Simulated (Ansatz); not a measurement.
**C8H4N2: a ladder of functionals and wavefunction methods**

Aim: compute C8H4N2 with functionals from several rungs and with coupled cluster. The yardstick is the atomisation energy at the CCSD(T) limit.

Method: functionals in def2-TZVPP, the program's frozen cores in correlated methods; program: Ansatz 0.2.0, Gaussian basis.

Levels to be run: LDA (SPW92), PBE-D4, revPBE-D4, BLYP-D4, r2SCAN-D4, B97M-V, PBE0-D4, B3LYP-D4, r2SCANh-D4, r2SCAN0-D4, HSE06-D4, BHLYP-D4, CAM-B3LYP-D4, LC-ωPBE, ωB97X-V, ωB97M-V, B2PLYP, PBE-QIDH; CCSD(T)/def2-SVP; CCSD(T)/def2-TZVPP; MP2/def2-QZVPP; extrapolation to the limit; RPA on PBE.

### Step 1. The geometry

The geometry comes from an earlier relaxation with PBE0-D4 in a triple-zeta def2 set; it is a stationary point, not always the lowest conformer.

SMILES `N#Cc1ccccc1C#N`, 14 atoms, charge 0, spin multiplicity 1.

Atoms are counted from 1 here; the program's logs count them from 0.

Bond lengths: N1–C2 1.151 Å, C2–C3 1.425 Å, C3–C4 1.392 Å, C3–C8 1.404 Å, C4–C5 1.384 Å, C4–H11 1.083 Å, C5–C6 1.388 Å, C5–H12 1.083 Å, C6–C7 1.384 Å, C6–H13 1.083 Å, C7–C8 1.392 Å, C7–H14 1.083 Å, C8–C9 1.425 Å, C9–N10 1.151 Å. Angles: N1–C2–C3 178.7°, C2–C3–C4 119.5°, C2–C3–C8 120.8°, C4–C3–C8 119.7°, C3–C4–C5 120.1°, C3–C4–H11 119.1°, C5–C4–H11 120.8°, C4–C5–C6 120.2°, C4–C5–H12 119.6°, C6–C5–H12 120.1°, C5–C6–C7 120.2°, C5–C6–H13 120.1°, C7–C6–H13 119.6°, C6–C7–C8 120.1°, C6–C7–H14 120.8°, C8–C7–H14 119.1°, C3–C8–C7 119.7°, C3–C8–C9 120.8° and more.

### Step 2. LDA

This LDA is Slater exchange with PW92 correlation.

in.yaml reads:

```yaml
crystal:
  periodic: [false, false, false]
  atoms:
    - {symbol: N, position_ang: [1.303708, -2.778412, 1.738422]}
    - {symbol: C, position_ang: [0.827364, -1.909393, 1.153025]}
    - {symbol: C, position_ang: [0.212489, -0.853242, 0.419709]}
    - {symbol: C, position_ang: [-0.994098, -1.084072, -0.234549]}
    - {symbol: C, position_ang: [-1.601306, -0.067098, -0.949820]}
    - {symbol: C, position_ang: [-1.011693, 1.187005, -1.018976]}
    - {symbol: C, position_ang: [0.187700, 1.429664, -0.373123]}
    - {symbol: C, position_ang: [0.808923, 0.415435, 0.349792]}
    - {symbol: C, position_ang: [2.044023, 0.678725, 1.010466]}
    - {symbol: N, position_ang: [3.040562, 0.916553, 1.534998]}
    - {symbol: H, position_ang: [-1.445439, -2.066161, -0.174128]}
    - {symbol: H, position_ang: [-2.540237, -0.255391, -1.455942]}
    - {symbol: H, position_ang: [-1.488319, 1.982009, -1.579336]}
    - {symbol: H, position_ang: [0.656311, 2.404348, -0.420549]}
basis:
  gaussian: {orbitals: def2-TZVPP}
hamiltonian: {xc: lda}
output: {orbitals: {seedname: orbitals}}
```

The run is started by

```console
ansatz run in.yaml --threads 2 --pin off --events-out ev --progress --plain --max-ram 32768MiB --backend cuda --devices 0, --max-vram 18GiB
```

The runs that follow: PBE-D4 (GGA); revPBE-D4 (GGA); BLYP-D4 (GGA); r2SCAN-D4 (meta-GGA); B97M-V (meta-GGA); PBE0-D4 (hybrid); B3LYP-D4 (hybrid); r2SCANh-D4 (hybrid); r2SCAN0-D4 (hybrid); HSE06-D4 (hybrid); BHLYP-D4 (hybrid); CAM-B3LYP-D4 (range-separated); LC-ωPBE (range-separated); ωB97X-V (range-separated); ωB97M-V (range-separated); B2PLYP (double hybrid); PBE-QIDH (double hybrid); CCSD(T) in def2-SVP; CCSD(T) in def2-TZVPP; MP2 in def2-QZVPP; RPA on PBE orbitals.

**Question.** What will the summary of the whole plan be? Wanted: atomisation energy, CCSD(T)/CBS; farthest beyond LDA; mean size of error, GGA; mean size of error, meta-GGA; mean size of error, hybrid; mean size of error, range-separated; mean size of error, double hybrid; gap, smallest and largest; T1 diagnostic.

The runs gave:

| quantity | value |
| --- | --- |
| atomisation energy, CCSD(T)/CBS | 7332.2 kJ/mol |
| functionals within 36.7 kJ/mol (0.5 %) | r2SCANh-D4, B2PLYP |
| farthest beyond LDA | PBE-D4 (+423.3 kJ/mol) |
| mean size of error, GGA | 256.2 kJ/mol |
| mean size of error, meta-GGA | 76.4 kJ/mol |
| mean size of error, hybrid | 135.5 kJ/mol |
| mean size of error, range-separated | 57.2 kJ/mol |
| mean size of error, double hybrid | 39.6 kJ/mol |
| gap, smallest and largest | 4.00 eV (LDA (SPW92)), 10.30 eV (LC-ωPBE) |
| T1 diagnostic | 0.0125 |
| triples share of the correlation energy | 5.4 % |

**Reading.** LDA overbinds by 1305.8 kJ/mol (18 %). PBE-D4 is off by +423.3 kJ/mol. Double hybrids carry the basis error of their MP2 part in triple zeta, and no dispersion term here, so their miss is partly the set-up's. Taken by rung, double hybrid functionals do best (39.6 kJ/mol on average) and GGA ones worst beyond LDA (256.2 kJ/mol). The gap between the best rungs is small, so their order is not settled. The reference freezes the cores and leaves out relativity and excitations past (T), so misses under about 36.7 kJ/mol can't be ranked. Hartree-Fock recovers 70 % of the binding; the rest is correlation. CCSD(T) in def2-SVP is off by -268.6 kJ/mol, more than most functionals: a good method in a small basis is no reference. The gap grows from 4.0 to 10.3 eV across the functionals, mostly with the share of exact exchange. The restricted reference is unstable towards a spin-broken one.
